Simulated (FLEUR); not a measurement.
# TiAl3 (I4/mmm) in FLEUR: notebook

The runs below take TiAl3 through band structure, equation of state, with PBE.

All numbers are computed with FLEUR MaX-R8.1 (later development tree); they aren't measurements. Logs are shortened: lines on timing, memory, paths and dates and some standing lists are left out, and cuts for length are marked.

### 1 The structure

It takes space group I4/mmm (No. 139, tetragonal). The conventional cell has a = 3.822 Å, b = 3.822 Å, c = 8.561 Å, α = 90.00°, β = 90.00°, γ = 90.00°. Around Ti (site symmetry 4/mmm) lie 12 Al at 2.70 to 2.87 Å. Around Al (site symmetry -4m2) lie 8 Al at 2.70 to 2.87 Å and 4 Ti at 2.87 Å. Al (site symmetry 4/mmm) has 4 Ti at 2.70 Å and 8 Al at 2.87 Å as nearest neighbours.

The cell comes from a database or a generator and needn't be the stable form of this composition.

### 2 Band structure, PBE

File inp.xml:

```xml
<?xml version="1.0" encoding="UTF-8" standalone="no"?>
<fleurInput fleurInputVersion="0.39">
   <comment>
      TiAl3                                                                                               
   </comment>
   <calculationSetup>
      <cutoffs Kmax="4.41" Gmax="13.7" GmaxXC="13.7" numbands="0"/>
      <scfLoop itmax="60" minDistance="0.00001" maxIterBroyd="15" imix="Anderson" alpha="0.05" precondParam="0.0" spinf="2.0" sdNocoIR="T"/>
      <coreElectrons ctail="T" frcor="F" kcrel="0" coretail_lmax="0"/>
      <xcFunctional name="pbe" relativisticCorrections="F"/>
      <magnetism jspins="1"/>
      <soc l_soc="F" theta="0.0" phi="0.0" spav="F"/>
      <expertModes spex="0" secvar="F"/>
      <geometryOptimization l_f="F" forcealpha="1.0" forcemix="BFGS" epsdisp="0.00001" epsforce="0.00001"/>
      <ldaU l_linMix="F" mixParam="0.05" spinf="1.0"/>
   </calculationSetup>
   <cell>
      <bzIntegration valenceElectrons="45.0" mode="hist" fermiSmearingEnergy="0.00183747">
         <kPointListSelection listName="default-1"/>
         <!-- k-points included here -->
         <xi:include xmlns:xi="http://www.w3.org/2001/XInclude" href="kpts.xml"> </xi:include>
      </bzIntegration>
      <!-- symmetry operations included here -->
      <xi:include xmlns:xi="http://www.w3.org/2001/XInclude" href="sym.xml"> </xi:include>
      <bulkLattice scale="1.0">
         <bravaisMatrix>
[... 35 lines left out ...]
         <lo type="SCLO" l="2" n="3" eDeriv="2"/>
         <lo type="SCLO" l="3" n="4" eDeriv="2"/>
      </species>
   </atomSpecies>
   <atomGroups>
      <atomGroup species="Titanium (Ti)">
         <relPos label="                   1">.0000000000 .0000000000 .0000000000</relPos>
         <force calculate="T" relaxXYZ="TTT"/>
      </atomGroup>
      <atomGroup species="Aluminum (Al)">
         <relPos label="                   2">1.000/4.000 -1.000/4.000 1.000/2.000</relPos>
         <relPos label="                   3">-1.000/4.000 1.000/4.000 1.000/2.000</relPos>
         <force calculate="T" relaxXYZ="TTT"/>
      </atomGroup>
      <atomGroup species="Aluminum (Al)">
         <relPos label="                   4">1.000/2.000 1.000/2.000 .0000000000</relPos>
         <force calculate="T" relaxXYZ="TTT"/>
      </atomGroup>
   </atomGroups>
   <output dos="F" band="F" slice="F">
      <checks vchk="F" cdinf="F"/>
      <bandDOS minEnergy="-.5*Htr" maxEnergy="0.5*Htr" sigma="0.015" storeEVData="T"/>
      <vacuumDOS vacdos="F" integ="F" star="F" nstars="0" locx1="0.0" locy1="0.0" locx2="0.0" locy2="0.0" nstm="0" tworkf="0.0"/>
      <unfoldingBand unfoldBand="F" supercellX="1" supercellY="1" supercellZ="1"/>
      <plotting iplot="0" polar="F">
         <plot TwoD="T" vec1="  1.0  0.0  0.0" vec2="  0.0  1.0  0.0" vec3="  0.0  0.0  1.0" zero="  0.0  0.0  0.0" file="plot"/>
      </plotting>
      <chargeDensitySlicing numkpt="0" minEigenval="0.0" maxEigenval="0.0" nnne="0" pallst="F"/>
      <specialOutput eonly="F"/>
      <moessbauerParams electricFieldGradient="T" isomerShift="T" coreHyperfine="T" valenceHyperfine="T"/>
      <magneticCircularDichroism mcd="F" energyLo="-10.0" energyUp="0.0"/>
   </output>
  <!-- We include the file relax.xml here to enable relaxations (see documentation) -->
  <xi:include xmlns:xi="http://www.w3.org/2001/XInclude" href="relax.xml"> <xi:fallback/> </xi:include>
</fleurInput>
```

File crystal.txt:

```
TiAl3
&input cartesian=F /
-1.9111067713  1.9111067713  4.2806687947
1.9111067713  -1.9111067713  4.2806687947
1.9111067713  1.9111067713  -4.2806687947
1.8897261246
1.0 1.0 1.0

4
22 0.0000000000  0.0000000000  0.0000000000
13 0.2500000000  0.7500000000  0.5000000000
13 0.7500000000  0.2500000000  0.5000000000
13 0.5000000000  0.5000000000  0.0000000000

&kpt div1=10 div2=10 div3=10 gamma=T /
```

File inp.xml (bands):

```
<?xml version="1.0" encoding="UTF-8" standalone="no"?>
<fleurInput fleurInputVersion="0.39">
   <comment>
      TiAl3                                                                                               
   </comment>
   <calculationSetup>
      <cutoffs Kmax="4.41" Gmax="13.7" GmaxXC="13.7" numbands="0"/>
      <scfLoop itmax="60" minDistance="0.00001" maxIterBroyd="15" imix="Anderson" alpha="0.05" precondParam="0.0" spinf="2.0" sdNocoIR="T"/>
      <coreElectrons ctail="T" frcor="F" kcrel="0" coretail_lmax="0"/>
      <xcFunctional name="pbe" relativisticCorrections="F"/>
      <magnetism jspins="1"/>
      <soc l_soc="F" theta="0.0" phi="0.0" spav="F"/>
      <expertModes spex="0" secvar="F"/>
      <geometryOptimization l_f="F" forcealpha="1.0" forcemix="BFGS" epsdisp="0.00001" epsforce="0.00001"/>
      <ldaU l_linMix="F" mixParam="0.05" spinf="1.0"/>
   </calculationSetup>
   <cell>
      <bzIntegration valenceElectrons="45.0" mode="hist" fermiSmearingEnergy="0.00183747">
         <kPointListSelection listName="path-1"/>
         <!-- k-points included here -->
         <xi:include xmlns:xi="http://www.w3.org/2001/XInclude" href="kpts.xml"> </xi:include>
      </bzIntegration>
      <!-- symmetry operations included here -->
      <xi:include xmlns:xi="http://www.w3.org/2001/XInclude" href="sym.xml"> </xi:include>
[... 37 lines left out ...]
         <lo type="SCLO" l="2" n="3" eDeriv="2"/>
         <lo type="SCLO" l="3" n="4" eDeriv="2"/>
      </species>
   </atomSpecies>
   <atomGroups>
      <atomGroup species="Titanium (Ti)">
         <relPos label="                   1">.0000000000 .0000000000 .0000000000</relPos>
         <force calculate="T" relaxXYZ="TTT"/>
      </atomGroup>
      <atomGroup species="Aluminum (Al)">
         <relPos label="                   2">1.000/4.000 -1.000/4.000 1.000/2.000</relPos>
         <relPos label="                   3">-1.000/4.000 1.000/4.000 1.000/2.000</relPos>
         <force calculate="T" relaxXYZ="TTT"/>
      </atomGroup>
      <atomGroup species="Aluminum (Al)">
         <relPos label="                   4">1.000/2.000 1.000/2.000 .0000000000</relPos>
         <force calculate="T" relaxXYZ="TTT"/>
      </atomGroup>
   </atomGroups>
   <output dos="F" band="T" slice="F">
      <checks vchk="F" cdinf="F"/>
      <bandDOS minEnergy="-.5*Htr" maxEnergy="0.5*Htr" sigma="0.015" storeEVData="T"/>
      <vacuumDOS vacdos="F" integ="F" star="F" nstars="0" locx1="0.0" locy1="0.0" locx2="0.0" locy2="0.0" nstm="0" tworkf="0.0"/>
      <unfoldingBand unfoldBand="F" supercellX="1" supercellY="1" supercellZ="1"/>
      <plotting iplot="0" polar="F">
         <plot TwoD="T" vec1="  1.0  0.0  0.0" vec2="  0.0  1.0  0.0" vec3="  0.0  0.0  1.0" zero="  0.0  0.0  0.0" file="plot"/>
      </plotting>
      <chargeDensitySlicing numkpt="0" minEigenval="0.0" maxEigenval="0.0" nnne="0" pallst="F"/>
      <specialOutput eonly="F"/>
      <moessbauerParams electricFieldGradient="T" isomerShift="T" coreHyperfine="T" valenceHyperfine="T"/>
      <magneticCircularDichroism mcd="F" energyLo="-10.0" energyUp="0.0"/>
   </output>
  <!-- We include the file relax.xml here to enable relaxations (see documentation) -->
  <xi:include xmlns:xi="http://www.w3.org/2001/XInclude" href="relax.xml"> <xi:fallback/> </xi:include>
</fleurInput>
```

Potentials or basis: all-electron, FLAPW.

Run with:

```console
$ inpgen -f crystal.txt -profile fastHighL
$ # inp.xml edited to the form shown
$ fleur_MPI
$ fleur_MPI   # second run, on inp.xml (bands)
```

The log of the run:

```text
Welcome to FLEUR        (www.flapw.de)
      MaX-Release 8.1          (www.max-centre.eu)

 ========== k-point set info ==========
 Selected k-point list: default-1
 k-point list type: mesh
 10 x 10 x 10
 Number of k points: 102

 ------------Calculation Setup---------------------------
 Number of MPI-tasks      :            1
 Number of PE/node        :            1
 Number of OMP-threads    :            1
 Most efficient MPI parallelization for:
           1           2           3           6          17          34          51         102
 Additional eigenvalue parallelization possible
 Number of basis functions:          768
 Approximate size of matrices (H+S) per k-point:         0.009 GB
 --------------------------------------------------------
 Iteration:     1   Distance:       4.82216745 me/bohr^3
 Iteration:     2   Distance:       4.54643511 me/bohr^3
 Iteration:     3   Distance:       2.01029964 me/bohr^3
 Iteration:     4   Distance:       1.24509549 me/bohr^3
 Iteration:     5   Distance:       0.64488868 me/bohr^3
 Iteration:     6   Distance:       0.17770114 me/bohr^3
 Iteration:     7   Distance:       0.16823284 me/bohr^3
 Iteration:     8   Distance:       0.14988295 me/bohr^3
 Iteration:     9   Distance:       0.01554481 me/bohr^3
 Iteration:    10   Distance:       0.01136105 me/bohr^3
 Iteration:    11   Distance:       0.00458876 me/bohr^3
 Iteration:    12   Distance:       0.00237844 me/bohr^3
 Iteration:    13   Distance:       0.00074710 me/bohr^3
 Iteration:    14   Distance:       0.00002347 me/bohr^3
 Iteration:    15   Distance:       0.00003771 me/bohr^3
 Iteration:    16   Distance:       0.00002835 me/bohr^3
 Iteration:    17   Distance:       0.00001297 me/bohr^3
 Iteration:    18   Distance:       0.00000316 me/bohr^3

 ********************************************************************
 Run finished successfully
 Stop message:
   all done
 ********************************************************************
```

Run time: 8.6 min. Hardware: 1 thread of Intel Xeon at 2.70GHz, shared host; peak memory 0.11 GiB.

What came out:

| Quantity | Value |
| --- | --- |
| Free energy | -43057.7612 eV |
| Band gap along the path | none (metal or under the smearing width) |
| Valence electrons inside the program's atomic spheres | Ti 10.67; Al 9.33, 9.34 (radii Ti 2.51, Al 2.22 bohr) |

Levels at the corners of the path, in eV from the Fermi level:
| point | band 19 | band 20 | band 21 | band 22 | band 23 | band 24 | band 25 | band 26 |
| --- | --- | --- | --- | --- | --- | --- | --- | --- |
| Γ | -2.63 | -1.41 | -1.23 | -1.23 | 0.84 | 1.75 | 1.75 | 2.24 |
| X | -4.38 | -3.77 | -2.71 | -2.20 | -0.99 | 1.79 | 1.97 | 2.71 |
| Y | -4.93 | -3.62 | -2.22 | -1.37 | -0.86 | 1.72 | 1.92 | 2.22 |
| S | -5.58 | -1.07 | -0.76 | -0.61 | 0.58 | 1.62 | 2.12 | 3.06 |
| Γ | -2.63 | -1.41 | -1.23 | -1.23 | 0.84 | 1.75 | 1.75 | 2.24 |
| Z | -2.00 | -0.92 | -0.92 | -0.23 | 0.72 | 0.72 | 0.96 | 3.09 |
| S1 | -5.58 | -1.07 | -0.76 | -0.61 | 0.58 | 1.62 | 2.12 | 3.06 |
| N | -3.62 | -2.96 | -1.06 | -0.26 | 0.51 | 1.83 | 2.10 | 2.74 |
| P | -4.81 | -4.26 | -1.83 | -1.83 | -1.16 | 0.87 | 1.79 | 1.97 |
| Y1 | -4.93 | -3.62 | -2.22 | -1.37 | -0.86 | 1.72 | 1.92 | 2.22 |
| Z | -2.00 | -0.92 | -0.92 | -0.23 | 0.72 | 0.72 | 0.96 | 3.09 |
| X | -4.38 | -3.77 | -2.71 | -2.20 | -0.99 | 1.79 | 1.97 | 2.71 |
| P | -4.81 | -4.26 | -1.83 | -1.83 | -1.16 | 0.87 | 1.79 | 1.97 |

Core levels (eV from the Fermi level):
```tsv
atom	levels
1 Ti	1s1/2 -4862.0, 2s1/2 -530.7, 2p1/2 -441.9, 2p3/2 -436.1
2 Al	1s1/2 -1505.3
3 Al	1s1/2 -1505.3
4 Al	1s1/2 -1505.4
```

### 3 Equation of state, PBE, 14.70 Å³/atom (volume scaled by 0.94)

Changes to inp.xml since step 2:

```diff
@@ -6,3 +6,3 @@
    <calculationSetup>
-      <cutoffs Kmax="4.41" Gmax="13.7" GmaxXC="13.7" numbands="0"/>
+      <cutoffs Kmax="4.56" Gmax="14.1" GmaxXC="14.1" numbands="0"/>
       <scfLoop itmax="60" minDistance="0.00001" maxIterBroyd="15" imix="Anderson" alpha="0.05" precondParam="0.0" spinf="2.0" sdNocoIR="T"/>
@@ -24,3 +24,3 @@
       <xi:include xmlns:xi="http://www.w3.org/2001/XInclude" href="sym.xml"> </xi:include>
-      <bulkLattice scale="1.0">
+      <bulkLattice scale="0.9795861087">
          <bravaisMatrix>
@@ -34,3 +34,3 @@
       <species name="Titanium (Ti)" element="Ti" atomicNumber="22">
-         <mtSphere radius="2.51" gridPoints="829" logIncrement="0.015"/>
+         <mtSphere radius="2.44" gridPoints="829" logIncrement="0.015"/>
          <atomicCutoffs lmax="10" lnonsphr="10"/>
@@ -50,3 +50,3 @@
       <species name="Aluminum (Al)" element="Al" atomicNumber="13">
-         <mtSphere radius="2.22" gridPoints="735" logIncrement="0.016"/>
+         <mtSphere radius="2.15" gridPoints="735" logIncrement="0.016"/>
          <atomicCutoffs lmax="9" lnonsphr="9"/>
```

Potentials or basis: all-electron, FLAPW.

Run with:

```console
$ inpgen -f crystal.txt -profile fastHighL
$ # inp.xml edited to the form shown
$ fleur_MPI
```

It took 8.5 min on 1 thread of Intel Xeon at 2.70GHz, shared host; peak memory 0.12 GiB.

The run converged. Its results:

```yaml
Free_energy: -43057.6246 eV
Band_gap_on_the_k_mesh: none (metal or under the smearing width)
Valence_electrons_inside_the_program's_atomic_spheres: Ti 10.60; Al 9.25 (radii Ti 2.44, Al 2.15 bohr)
```

### 4 Equation of state, PBE, 15.01 Å³/atom (volume scaled by 0.96)

Changes to inp.xml since step 3:

```diff
@@ -24,3 +24,3 @@
       <xi:include xmlns:xi="http://www.w3.org/2001/XInclude" href="sym.xml"> </xi:include>
-      <bulkLattice scale="0.9795861087">
+      <bulkLattice scale="0.9864848297">
          <bravaisMatrix>
```

Run with:

```console
$ inpgen -f crystal.txt -profile fastHighL
$ # inp.xml edited to the form shown
$ fleur_MPI
```

Wall time 8.6 min (1 thread of Intel Xeon at 2.70GHz, shared host); peak memory 0.12 GiB.

The run converged. Its results:

- Free energy: -43057.6913 eV
- Band gap on the k mesh: none (metal or under the smearing width)
- Valence electrons inside the program's atomic spheres: Ti 10.57; Al 9.23, 9.24 (radii Ti 2.44, Al 2.15 bohr)

### 5 Equation of state, PBE, 15.63 Å³/atom

Changes to inp.xml since step 4:

```diff
@@ -24,3 +24,3 @@
       <xi:include xmlns:xi="http://www.w3.org/2001/XInclude" href="sym.xml"> </xi:include>
-      <bulkLattice scale="0.9864848297">
+      <bulkLattice scale="1.0000000000">
          <bravaisMatrix>
```

Run with:

```console
$ inpgen -f crystal.txt -profile fastHighL
$ # inp.xml edited to the form shown
$ fleur_MPI
```

Run time: 9.8 min. Hardware: 1 thread of Intel Xeon at 2.70GHz, shared host; peak memory 0.12 GiB.

The run converged. Its results:

```yaml
Free_energy: -43057.7614 eV
Band_gap_on_the_k_mesh: none (metal or under the smearing width)
Valence_electrons_inside_the_program's_atomic_spheres: Ti 10.51; Al 9.19, 9.20 (radii Ti 2.44, Al 2.15 bohr)
```

### 6 Equation of state, PBE, 16.26 Å³/atom (volume scaled by 1.04)

Changes to inp.xml since step 5:

```diff
@@ -24,3 +24,3 @@
       <xi:include xmlns:xi="http://www.w3.org/2001/XInclude" href="sym.xml"> </xi:include>
-      <bulkLattice scale="1.0000000000">
+      <bulkLattice scale="1.0131594038">
          <bravaisMatrix>
```

Potentials or basis: all-electron, FLAPW.

Run with:

```console
$ inpgen -f crystal.txt -profile fastHighL
$ # inp.xml edited to the form shown
$ fleur_MPI
```

Run time: 11 min. Hardware: 1 thread of Intel Xeon at 2.70GHz, shared host; peak memory 0.12 GiB.

It converged, with:

```
Free energy                                           : -43057.7602 eV
Band gap on the k mesh                                : none (metal or under the smearing width)
Valence electrons inside the program's atomic spheres : Ti 10.45; Al 9.16, 9.17 (radii Ti 2.44, Al 2.15 bohr)
```

### 7 Equation of state, PBE, 16.57 Å³/atom (volume scaled by 1.06)

Changes to inp.xml since step 6:

```diff
@@ -24,3 +24,3 @@
       <xi:include xmlns:xi="http://www.w3.org/2001/XInclude" href="sym.xml"> </xi:include>
-      <bulkLattice scale="1.0131594038">
+      <bulkLattice scale="1.0196128224">
          <bravaisMatrix>
```

Run with:

```console
$ inpgen -f crystal.txt -profile fastHighL
$ # inp.xml edited to the form shown
$ fleur_MPI
```

Run time: 9.9 min. Hardware: 1 thread of Intel Xeon at 2.70GHz, shared host; peak memory 0.12 GiB.

It converged, with:

```yaml
Free_energy: -43057.7370 eV
Band_gap_on_the_k_mesh: none (metal or under the smearing width)
Valence_electrons_inside_the_program's_atomic_spheres: Ti 10.43; Al 9.14, 9.15 (radii Ti 2.44, Al 2.15 bohr)
```

### 8 Equation of state, PBE

No new run: the results of the series are fitted here.

Results:

- Equilibrium volume: 15.93 Å³/atom
- Bulk modulus at fixed shape and positions: 106 GPa
- Pressure derivative of the bulk modulus: 4.0 (rough: it moves with the points fitted)

Energy against volume, from the lowest point:
| volume (Å³/atom) | energy (meV/atom) |
| --- | --- |
| 14.696 | 34.19 |
| 15.009 | 17.54 |
| 15.634 | 0.00 |
| 16.260 | 0.31 |
| 16.572 | 6.12 |

Caveat: the cell was scaled at fixed shape and fractional positions, which overstates the stiffness of a crystal with free parameters, most of all of layers and chains.
